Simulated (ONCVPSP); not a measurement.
**Samarium: generating and testing an ONCV potential**

Task: generate the file, and judge it by its errors in other configurations, its logarithmic derivatives, its ghosts and its cutoff.

Method: ONCVPSP 4.0.1, PBE, scalar-relativistic.

## (1) Settings

The settings as typed:

```json
{
 "element": "samarium (Sm, Z = 62)",
 "type": "optimised norm-conserving Vanderbilt (ONCV)",
 "frozen core": "[Xe]",
 "valence charge": "8",
 "reference configuration": "4f6 6s1.75 (charge +0.25)",
 "partial waves": "6s: rc 3.80 bohr, ncon 4, nbas 8, qcut 1.7 1/bohr, 2 projectors, debl 2.7 Ha; p scattering state at 0.25 Ha: rc 3.10 bohr, ncon 4, nbas 8, qcut 2.8 1/bohr, 2 projectors, debl 3.2 Ha; d scattering state at 0.04 Ha: rc 3.80 bohr, ncon 5, nbas 10, qcut 2.9 1/bohr, 2 projectors, debl 1.2 Ha; 4f: rc 1.50 bohr, ncon 3, nbas 8, qcut 13.7 1/bohr, 2 projectors, debl 2.3 Ha",
 "local potential": "polynomial inside 1.35 bohr (lpopt 3, dvloc0 3 Ha)",
 "core correction": "Teter function, fcfact 2, rcfact 1.05"
}
```

The nodes and maxima of the atom's own shells, from an earlier all-electron run, set the scale for the radii.

All-electron outer shells of the reference configuration (PBE, scalar-relativistic, ld1.x):

```csv
shell,level (eV),outermost node (bohr),outermost maximum (bohr)
6s,-4.73,1.70,3.62
4f,-3.88,–,0.61
5d,-2.96,0.84,2.17
6p,-2.17,2.05,4.76
```

## (2) Generating the potential

Input file Sm.dat:

```
# ATOM AND REFERENCE CONFIGURATION
# atsym  z   nc   nv     iexc    psfile
  Sm 62.00   11    2        4      upf
#
#   n    l    f
    1    0    2.00
    2    0    2.00
    2    1    6.00
    3    0    2.00
    3    1    6.00
    3    2   10.00
    4    0    2.00
    4    1    6.00
    4    2   10.00
    5    0    2.00
    5    1    6.00
    4    3    6.00
    6    0    1.75
#
# PSEUDOPOTENTIAL AND OPTIMIZATION
# lmax
    3
#
#   l,   rc,      ep,       ncon, nbas, qcut
    0    3.80    0.00    4    8    1.70
    1    3.10    0.25    4    8    2.80
    2    3.80    0.04    5   10    2.90
    3    1.50    0.00    3    8   13.70
#
# LOCAL POTENTIAL
# lloc, lpopt,  rc(5),   dvloc0
    4    3    1.35    3.00
#
# VANDERBILT-KLEINMAN-BYLANDER PROJECTORs
# l, nproj, debl
    0    2    2.70
    1    2    3.20
    2    2    1.20
    3    2    2.30
#
# MODEL CORE CHARGE
# icmod, fcfact, rcfact
    3    2.00    1.05
#
# LOG DERIVATIVE ANALYSIS
# epsh1, epsh2, depsh
   -2.00    5.00    0.02
#
# OUTPUT GRID
# rlmax, drl
    6.00    0.01
#
# TEST CONFIGURATIONS
# ncnf
    4
# nvcnf
#   n    l    f
    2
    4    3    6.00
    6    0    2.00
#
    2
    4    3    6.00
    6    0    1.00
#
    2
    4    3    6.00
    6    0    0.00
#
    2
    4    3    7.00
    6    0    0.00
#
```

On the command line:

```console
oncvpsp.x < Sm.dat > Sm.out
```

What does the calculation give? Wanted: cutoffs for 1 and 0.1 mHa per electron, occupied waves; bound ghosts; GHOST(+) flags; largest phase difference near zero energy, channels read; rms error of d²Exc/dn², without and with the model core; projector energies reset by the program.

As calculated:

| quantity | value |
| --- | --- |
| cutoffs for 1 and 0.1 mHa per electron, occupied waves | 71 Ha and 80 Ha |
| bound ghosts | none below the valence levels; a pole at negative energy in s is suspect |
| GHOST(+) flags | s at -2 eV, s at 85 eV, d at 160 eV |
| largest phase difference near zero energy, channels read | 3.145 rad |
| rms error of d²Exc/dn², without and with the model core | 18.75 and 18.39 mHa |
| projector energies reset by the program | d: -0.109, 1.091 Ha |

**Reading.** By its cutoff, 71 Ha for the looser tolerance, it is very hard. At the looser tolerance the 4f wave is the slowest; 6s needs 2 Ha. The ghost test, which looks below the valence levels, finds nothing, but the pseudo curve has an extra pole at negative energy (s at -0.06 Ha): a spurious bound state among the atom's levels is likely, and the file can't be cleared. Of the channels read, s scatters worst near zero energy, by up to 3.15 rad. A step near π is an extra or missing state, not a misfit of shape. The pseudo curves have a pole with no partner nearby in the atom's: s at -0.06 Ha. The program also flags highly localised states, GHOST(+) (s, d). These are tests on the free atom; a crystal test is still owed.
